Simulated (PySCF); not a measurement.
# C4N2S (Cyanoethynyl Isothiocyanate): the cost of one run

Programs: PySCF 2.14.0, with density-fitted response routines of our own. Each step states its level of theory. These are calculated values for one molecule, in the gas phase or a continuum, unless marked as measured. Atoms are numbered from 0 throughout.

## (1) Starting geometry

7 atoms, charge 0, multiplicity 1; geometry from: GFN2-xTB. The atoms were then displaced at random by about 0.01 Å, so the start is not that level's minimum.

Bonds of the start (Å): N0–C1 1.17, C1–C2 1.36, C2–C3 1.18, C3–N4 1.30, N4–C5 1.21, C5–S6 1.54.

## (2) Relaxing the molecule at PBE0-D3(BJ)/def2-TZVP

The job: settings as JSON, then the geometry in Å.

```
{"job": {"xc": "PBE0", "basis": "def2-TZVP", "d3": "d3bj", "grid": 2, "shake": 0.01, "kind": "geom"}, "charge": 0, "multiplicity": 1}
N      3.286960    -0.696660    -1.574960
C      2.258700    -0.504550    -1.040210
C      1.068540    -0.307080    -0.408940
C      0.058310    -0.069100     0.143420
N     -1.079290     0.067600     0.753290
C     -2.111140     0.529060     1.174660
S     -3.448130     0.951630     1.802420
```

The run is started by

```bash
OMP_NUM_THREADS=1 python probes_run.py task.json out
```

This one command runs all jobs of the session in turn.

**Question.** How long does this first job take on 1 thread of AMD EPYC 9R45, shared host, and how much memory does it need?

About 1.9 min, with a peak of 0.82 GiB.
